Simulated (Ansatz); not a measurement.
# Cl2FH5NOTa: the cost of one run

Method: RKS PBE-D4/def2-SVP, in Ansatz 0.2.0.

## 1. The structure to begin with

Bond lengths: Ta1–O2 2.370 Å, O2–H3 1.010 Å, Ta1–Cl4 2.470 Å, Ta1–Cl5 2.470 Å, Ta1–F6 1.930 Å, Ta1–N7 2.160 Å, N7–H8 1.060 Å, N7–H9 1.060 Å, Ta1–H10 2.100 Å, Ta1–H11 2.250 Å. Angles (14 of 25 angles, heavy atoms first): O2–Ta1–Cl4 90.0°, O2–Ta1–Cl5 90.0°, O2–Ta1–F6 120.0°, O2–Ta1–N7 120.0°, Cl4–Ta1–Cl5 180.0°, Cl4–Ta1–F6 90.0°, Cl4–Ta1–N7 90.0°, Cl5–Ta1–F6 90.0°, Cl5–Ta1–N7 90.0°, F6–Ta1–N7 120.0°, Ta1–O2–H3 109.5°, O2–Ta1–H10 71.6°, O2–Ta1–H11 42.0°, Cl4–Ta1–H10 59.6°.

Structure file:

```xyz
11

Ta    0.0000    0.0000    0.0000
O     2.3700    0.0000    0.0000
H     2.7071   -0.5308    0.7903
Cl    0.0000    0.0000    2.4700
Cl    0.0000    0.0000   -2.4700
F    -0.9650    1.6714    0.0000
N    -1.0800   -1.8706    0.0000
H    -1.8056   -2.0636    0.7482
H    -0.8844   -2.5955   -0.7482
H     0.6622   -1.6867    1.0613
H     1.6714   -1.2751    0.8023
```

## 2. A restrained relaxation towards end A

Springs on the bonds that form and break draw the guess towards this end; the thresholds are loose.

Input file input.yaml:

```yaml
crystal:
  periodic: [false, false, false]
  atoms:
    - { symbol: Ta, position_ang: [0.0, 0.0, 0.0] }
    - { symbol: O, position_ang: [2.37, 0.0, 0.0] }
    - { symbol: H, position_ang: [2.7071, -0.5308, 0.7903] }
    - { symbol: Cl, position_ang: [0.0, 0.0, 2.47] }
    - { symbol: Cl, position_ang: [0.0, 0.0, -2.47] }
    - { symbol: F, position_ang: [-0.965, 1.6714, 0.0] }
    - { symbol: "N", position_ang: [-1.08, -1.8706, 0.0] }
    - { symbol: H, position_ang: [-1.8056, -2.0636, 0.7482] }
    - { symbol: H, position_ang: [-0.8844, -2.5955, -0.7482] }
    - { symbol: H, position_ang: [0.6622, -1.6867, 1.0613] }
    - { symbol: H, position_ang: [1.6714, -1.2751, 0.8023] }
basis:
  gaussian: { orbitals: def2-SVP }
hamiltonian:
  xc: pbe
  dispersion: d4
relax:
  f_tol: 0.15
  max_steps: 25
  restrain:
    - { distance: [0, 9], at: 3.0, k: 30.0 }
    - { distance: [10, 1], at: 2.21, k: 30.0 }
    - { distance: [0, 1], at: 2.02, k: 30.0 }
    - { distance: [10, 9], at: 0.66, k: 30.0 }
```

Launch:

```
$ ansatz run input.yaml --threads 4 --pin off --max-ram 5120MiB --backend cpu --events-out ev --progress --plain --runs-dir out
```

Q: Estimate wall time and peak memory on 4 threads of Arm Neoverse V1, shared host.

About 36 s, with a peak of 0.21 GiB.
